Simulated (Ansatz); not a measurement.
# H3AuO2: how energies converge with the basis set

Aim: see how fast density functionals converge with the basis set for H3AuO2.

Program: Ansatz 0.2.0, Gaussian basis. Level of theory: one geometry, several basis sets. These are calculated values, not measurements.

Levels to be run: PBE0-D4/def2-SVP; ωB97M-V/def2-SVP; PBE0-D4/def2-QZVPP; ωB97M-V/def2-QZVPP; the functionals' def2-TZVPP values are taken from earlier runs.

## Step 1: The geometry

The geometry comes from an earlier relaxation with PBE0-D4 in a triple-zeta def2 set; it is a stationary point. Au takes the def2 core potential; no spin-orbit term is included.

SMILES `[OH][Au-][OH2+]`, 6 atoms, charge 0, spin multiplicity 1.

Atoms are counted from 1 here; the program's logs count them from 0.

Bond lengths: O1–Au2 1.937 Å, O1–H4 0.962 Å, Au2–O3 2.127 Å, O3–H5 0.963 Å, O3–H6 0.963 Å. Angles: Au2–O1–H4 106.7°, O1–Au2–O3 177.3°, Au2–O3–H5 110.8°, Au2–O3–H6 110.8°, H5–O3–H6 107.1°.

Coordinates:

```
O    -1.8316   -1.4373   -0.6394
Au   -0.3364   -0.3203   -0.1216
O     1.2451    0.9876    0.4372
H    -1.5156   -2.3458   -0.6278
H     1.4323    1.6179   -0.2669
H     1.0061    1.4980    1.2184
```

## Step 2: PBE0-D4 in def2-SVP

File in.yaml:

```yaml
crystal:
  periodic: [false, false, false]
  atoms:
    - {symbol: O, position_ang: [-1.831618, -1.437337, -0.639356]}
    - {symbol: Au, position_ang: [-0.336352, -0.320305, -0.121571]}
    - {symbol: O, position_ang: [1.245134, 0.987606, 0.437186]}
    - {symbol: H, position_ang: [-1.515576, -2.345786, -0.627826]}
    - {symbol: H, position_ang: [1.432281, 1.617852, -0.266875]}
    - {symbol: H, position_ang: [1.006131, 1.497970, 1.218442]}
basis:
  gaussian: {orbitals: def2-SVP}
hamiltonian: {xc: pbe0, dispersion: d4}
output: {orbitals: {seedname: orbitals}}
```

On the command line:

```console
> ansatz run in.yaml --threads 2 --pin off --events-out ev --progress --plain --max-ram 32768MiB --backend cpu
```

After this run come: ωB97M-V in def2-SVP; PBE0-D4 in def2-QZVPP; ωB97M-V in def2-QZVPP.

**Question.** What will the summary of the whole plan be? Wanted: PBE0-D4: double and triple zeta above quadruple; ωB97M-V: double and triple zeta above quadruple.

As calculated:

| quantity | value |
| --- | --- |
| PBE0-D4: double and triple zeta above quadruple | 5.87, 0.31 eV |
| ωB97M-V: double and triple zeta above quadruple | 6.01, 0.31 eV |

What this shows: PBE0-D4 gains 5.56 eV from double to triple zeta, then 0.31 eV more. Total energies overstate the basis error of differences, where much of it tends to cancel.
